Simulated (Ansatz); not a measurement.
# Cl₂H₂HfOSe: up Jacob's ladder to CCSD(T)

The task here is to estimate one member of a computed series from the others.

Computed with Ansatz 0.2.0, Gaussian basis. Level: functionals in def2-TZVPP, the program's frozen cores in correlated methods.

Levels to be run: PBE-D4, r2SCAN-D4, PBE0-D4, B3LYP-D4, ωB97X-V, ωB97M-V, B2PLYP; CCSD(T)/def2-TZVPP; MP2/def2-QZVPP; extrapolation to the limit.

## The geometry

All runs share one geometry, relaxed beforehand with PBE0-D4 in a triple-zeta def2 set. Hf takes the def2 core potential; no spin-orbit term is included.

SMILES `[OH][Hf]([Cl])([Cl])[SeH]`, 7 atoms, charge 0, spin multiplicity 1.

Atoms are counted from 1 here; the program's logs count them from 0.

Bond lengths: O1–Hf2 1.885 Å, O1–H6 0.953 Å, Hf2–Cl3 2.339 Å, Hf2–Cl4 2.339 Å, Hf2–Se5 2.575 Å, Se5–H7 1.471 Å. Angles: Hf2–O1–H6 167.1°, O1–Hf2–Cl3 111.0°, O1–Hf2–Cl4 110.9°, O1–Hf2–Se5 106.8°, Cl3–Hf2–Cl4 108.7°, Cl3–Hf2–Se5 109.7°, Cl4–Hf2–Se5 109.7°, Hf2–Se5–H7 88.6°.

Coordinates:

| atom | x (Å) | y (Å) | z (Å) |
| --- | --- | --- | --- |
| O1 | -1.1869 | 0.9203 | 0.2466 |
| Hf2 | -0.0978 | -0.5842 | -0.0733 |
| Cl3 | -0.3053 | -2.1498 | 1.6523 |
| Cl4 | -0.6695 | -1.6157 | -2.0934 |
| Se5 | 2.3301 | 0.2653 | -0.1871 |
| H6 | -1.8962 | 1.5374 | 0.4029 |
| H7 | 1.8257 | 1.6268 | 0.0520 |

Set-up of the first run:

in.yaml

```yaml
crystal:
  periodic: [false, false, false]
  atoms:
    - {symbol: O, position_ang: [-1.186895, 0.920251, 0.246622]}
    - {symbol: Hf, position_ang: [-0.097848, -0.584151, -0.073280]}
    - {symbol: Cl, position_ang: [-0.305303, -2.149828, 1.652289]}
    - {symbol: Cl, position_ang: [-0.669522, -1.615691, -2.093433]}
    - {symbol: Se, position_ang: [2.330104, 0.265304, -0.187103]}
    - {symbol: H, position_ang: [-1.896227, 1.537358, 0.402917]}
    - {symbol: H, position_ang: [1.825702, 1.626757, 0.051988]}
basis:
  gaussian: {orbitals: def2-TZVPP}
hamiltonian: {xc: pbe, dispersion: d4}
output: {forces: true, orbitals: {seedname: orbitals}}
```

The run is started by

```console
ansatz run in.yaml --threads 2 --pin off --events-out ev --progress --plain --max-ram 22528MiB --backend cpu
```

Among the steps run: PBE-D4 (GGA); r2SCAN-D4 (meta-GGA); PBE0-D4 (hybrid); B3LYP-D4 (hybrid); ωB97X-V (range-separated); ωB97M-V (range-separated); B2PLYP (double hybrid).

One table of the session follows, with a row left open; its other results are not shown here.

It belongs to the step «Orbital energies across the functionals». 

| functional | HOMO (eV) | LUMO (eV) | gap (eV) |
| --- | --- | --- | --- |
| PBE-D4 | -6.29 | -2.36 | 3.93 |
| r2SCAN-D4 | -6.58 | -2.20 | 4.39 |
| PBE0-D4 | -7.42 | -1.55 | 5.86 |
| B3LYP-D4 | ? | ? | ? |
| ωB97X-V | -9.65 | 0.55 | 10.20 |
| ωB97M-V | -9.50 | 0.43 | 9.93 |

**Question.** Estimate the row for B3LYP-D4.

As computed: HOMO (eV): -7.16; LUMO (eV): -1.75; gap (eV): 5.41. In the column «HOMO (eV)» it lies between PBE0-D4 (-7.42) and r2SCAN-D4 (-6.58).
